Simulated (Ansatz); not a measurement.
**Cr3PtC: magnetic states**

The task here is to estimate one member of a computed series from the others.

Computed with Ansatz 0.2.0 (DFT PBE, scalar-relativistic, plane waves, PAW, unless a step's input says otherwise).

## Starting point

It takes space group Pm-3m (No. 221, cubic). Conventional cell: a = 3.851 Å, b = 3.851 Å, c = 3.851 Å, α = 90.00°, β = 90.00°, γ = 90.00°. Around Pt (site symmetry m-3m) lie 12 Cr at 2.72 Å. C (site symmetry m-3m) is surrounded by 6 Cr at 1.93 Å. Cr (site symmetry 4/mmm) is surrounded by 2 C at 1.93 Å.

Coordinates:

```cif
data_structure
_symmetry_space_group_name_H-M 'P 1'
_symmetry_Int_Tables_number 1
_cell_length_a 3.8510
_cell_length_b 3.8510
_cell_length_c 3.8510
_cell_angle_alpha 90.000
_cell_angle_beta 90.000
_cell_angle_gamma 90.000
_cell_volume 57.11
loop_
_atom_site_label
_atom_site_type_symbol
_atom_site_fract_x
_atom_site_fract_y
_atom_site_fract_z
_atom_site_occupancy
Pt1 Pt 0.00000 0.00000 0.00000 1
C1 C 0.50000 0.50000 0.50000 1
Cr1 Cr 0.50000 0.50000 0.00000 1
Cr2 Cr 0.50000 0.00000 0.50000 1
Cr3 Cr 0.00000 0.50000 0.50000 1
```

This is a hypothetical structure, made by putting the elements on a prototype's sites.

The first run:

(A quick probe on a coarse mesh, which set the mesh and smearing, is not shown.)

The input, input.yaml:

```yaml
crystal:
  lattice:
    - [3.8510071284, 0.0, 0.0]
    - [0.0, 3.8510071284, 0.0]
    - [0.0, 0.0, 3.8510071284]
  atoms:
    - { symbol: Pt, position: [0.0, 0.0, 0.0] }
    - { symbol: C, position: [0.5, 0.5, 0.5] }
    - { symbol: Cr, position: [0.5, 0.5, 0.0] }
    - { symbol: Cr, position: [0.5, 0.0, 0.5] }
    - { symbol: Cr, position: [0.0, 0.5, 0.5] }
basis:
  ecutwfc: 420
kpoints:
  mp_grid: { grid: [10, 10, 10] }
hamiltonian:
  xc: pbe
scf:
  occupations: { method: gaussian, width: 0.1 }
output:
  forces: true
  stress: true
  eigenvalues: true
  write_density: true
  write_potential: true
  elf: true
  volumetric_format: npy
relax:
  adjacent_minimum: "off"
  f_tol: 0.01
  max_steps: 80
  cell: { stress_tol: 0.05 }
```

Command:

```console
$ ansatz run input.yaml --threads 1 --pin off --max-ram 2560MiB --backend cpu --events-out ev --progress --plain --runs-dir out
```

Among the steps run: Relaxing cell and atoms; Start: large parallel starting moments; Start: ferrimagnetic in the cell, signs ++-; Start: antiferromagnetic, doubled cell, propagation vector (0, 0, 1/2); Magnetic start: antiferromagnetic, doubled cell, propagation vector (0, 1/2, 1/2); Magnetic start: antiferromagnetic, doubled cell, propagation vector (1/2, 1/2, 1/2).

One table of the session follows, with a row left open; its other results are not shown here.

It belongs to the step «Which state is lowest». 

| start | energy above the lowest (meV/atom) | pressure (GPa) |
| --- | --- | --- |
| ferrimagnetic in the cell, signs ++- | 0.00 | 6.1 |
| antiferromagnetic, doubled cell, propagation vector (1/2, 1/2, 1/2) | ? | ? |
| antiferromagnetic, doubled cell, propagation vector (0, 1/2, 1/2) | 36.3 | 2.2 |
| no spin | 40.1 | 0.0 |
| large parallel starting moments | 40.1 | 0.0 |
| antiferromagnetic, doubled cell, propagation vector (0, 0, 1/2) | 40.1 | 0.0 |

**Question.** Estimate the row for antiferromagnetic, doubled cell, propagation vector (1/2, 1/2, 1/2).

As computed: energy above the lowest (meV/atom): 29.2; pressure (GPa): 2.8. In the column «energy above the lowest (meV/atom)» it lies between ferrimagnetic in the cell, signs ++- (0.00) and antiferromagnetic, doubled cell, propagation vector (0, 1/2, 1/2) (36.3).

Limits of these values: Warnings in the runs' records: seeded moment not kept.
